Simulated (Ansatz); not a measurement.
**Al₂H₄F₂: a ladder of functionals and wavefunction methods**

How much do the methods differ for Al₂H₄F₂? The plan is to run it at one geometry with functionals of several rungs and with coupled cluster, and see how far each lands from CCSD(T) at the basis-set limit for the atomisation energy.

Program: Ansatz 0.2.0, Gaussian basis. Level of theory: functionals in def2-TZVPP, the program's frozen cores in correlated methods. These are calculated values, not measurements.

The runs, in order: LDA (SPW92), PBE-D4, revPBE-D4, BLYP-D4, r2SCAN-D4, B97M-V, PBE0-D4, B3LYP-D4, r2SCANh-D4, r2SCAN0-D4, HSE06-D4, BHLYP-D4, CAM-B3LYP-D4, LC-ωPBE, ωB97X-V, ωB97M-V, B2PLYP, PBE-QIDH; CCSD(T)/def2-SVP; CCSD(T)/def2-TZVPP; MP2/def2-QZVPP; extrapolation to the limit; RPA on PBE.

### 1 Structure used throughout

The geometry comes from an earlier relaxation with PBE0-D4 in a triple-zeta def2 set; it is a stationary point, not always the lowest conformer.

SMILES `[F+]1[AlH2-][F+][AlH2-]1`, 8 atoms, charge 0, spin multiplicity 1.

Atoms are counted from 1 here; the program's logs count them from 0.

Bond lengths: F1–Al2 1.829 Å, F1–Al4 1.829 Å, Al2–F3 1.829 Å, Al2–H5 1.572 Å, Al2–H6 1.572 Å, F3–Al4 1.829 Å, Al4–H7 1.572 Å, Al4–H8 1.572 Å. Angles: Al2–F1–Al4 99.7°, F1–Al2–F3 80.3°, F1–Al2–H5 109.6°, F1–Al2–H6 109.6°, F3–Al2–H5 109.6°, F3–Al2–H6 109.6°, H5–Al2–H6 127.9°, Al2–F3–Al4 99.7°, F1–Al4–F3 80.3°, F1–Al4–H7 109.6°, F1–Al4–H8 109.6°, F3–Al4–H7 109.6°, F3–Al4–H8 109.6°, H7–Al4–H8 127.9°.

Geometry (Å):

```
F    -0.7134    0.0547    0.9375
Al    0.1144    1.3935    0.0058
F     0.7126   -0.0546   -0.9381
Al   -0.1145   -1.3935   -0.0058
H    -0.9481    2.1772   -0.8478
H     1.2904    1.9850    0.8654
H     0.9486   -2.1760    0.8480
H    -1.2901   -1.9862   -0.8650
```

### 2 LDA

This LDA is Slater exchange with PW92 correlation.

The input, in.yaml:

```yaml
crystal:
  periodic: [false, false, false]
  atoms:
    - {symbol: F, position_ang: [-0.713386, 0.054722, 0.937529]}
    - {symbol: Al, position_ang: [0.114416, 1.393452, 0.005792]}
    - {symbol: F, position_ang: [0.712602, -0.054644, -0.938138]}
    - {symbol: Al, position_ang: [-0.114481, -1.393453, -0.005844]}
    - {symbol: H, position_ang: [-0.948089, 2.177215, -0.847760]}
    - {symbol: H, position_ang: [1.290430, 1.984958, 0.865368]}
    - {symbol: H, position_ang: [0.948644, -2.176003, 0.848048]}
    - {symbol: H, position_ang: [-1.290147, -1.986237, -0.865004]}
basis:
  gaussian: {orbitals: def2-TZVPP}
hamiltonian: {xc: lda}
output: {orbitals: {seedname: orbitals}}
```

The run is started by

```
$ ansatz run in.yaml --threads 4 --pin off --events-out ev --progress --plain --max-ram 10444MiB
```

The runs that follow: PBE-D4 (GGA); revPBE-D4 (GGA); BLYP-D4 (GGA); r2SCAN-D4 (meta-GGA); B97M-V (meta-GGA); B3LYP-D4 (hybrid); r2SCANh-D4 (hybrid); r2SCAN0-D4 (hybrid); HSE06-D4 (hybrid); BHLYP-D4 (hybrid); CAM-B3LYP-D4 (range-separated); LC-ωPBE (range-separated); ωB97X-V (range-separated); ωB97M-V (range-separated); B2PLYP (double hybrid); PBE-QIDH (double hybrid); CCSD(T) in def2-SVP; CCSD(T) in def2-TZVPP; MP2 in def2-QZVPP; RPA on PBE orbitals.

Before running them: what should the planned runs give, taken together? Wanted: atomisation energy, CCSD(T)/CBS; farthest beyond LDA; mean size of error, GGA; mean size of error, meta-GGA; mean size of error, hybrid; mean size of error, range-separated; mean size of error, double hybrid; gap, smallest and largest; T1 diagnostic.

**Answer**, as computed:

| quantity | value |
| --- | --- |
| atomisation energy, CCSD(T)/CBS | 2607.3 kJ/mol |
| functionals within 13.0 kJ/mol (0.5 %) | B97M-V |
| farthest beyond LDA | revPBE-D4 (-135.1 kJ/mol) |
| mean size of error, GGA | 95.3 kJ/mol |
| mean size of error, meta-GGA | 19.8 kJ/mol |
| mean size of error, hybrid | 77.5 kJ/mol |
| mean size of error, range-separated | 29.5 kJ/mol |
| mean size of error, double hybrid | 68.4 kJ/mol |
| gap, smallest and largest | 5.54 eV (LDA (SPW92)), 12.74 eV (LC-ωPBE) |
| T1 diagnostic | 0.0104 |
| triples share of the correlation energy | 2.5 % |

**Reading.** The LDA atomisation energy is off by 220.6 kJ/mol (8 %): it overbinds. PBE-D4 misses by -80.6 kJ/mol. Double hybrids carry the basis error of their MP2 part in triple zeta, and no dispersion term here, so their miss is partly the set-up's. By mean error the best rung here is meta-GGA (19.8 kJ/mol) and the worst beyond LDA is GGA (95.3 kJ/mol). Misses under about 13.0 kJ/mol are within the doubt on the reference itself, which lacks core-valence correlation, relativity and higher excitations. Hartree-Fock recovers 77 % of the binding; the rest is correlation. CCSD(T) in def2-SVP is off by -126.7 kJ/mol, more than most functionals: a good method in a small basis is no reference. The gap grows from 5.5 to 12.7 eV across the functionals, mostly with the share of exact exchange.
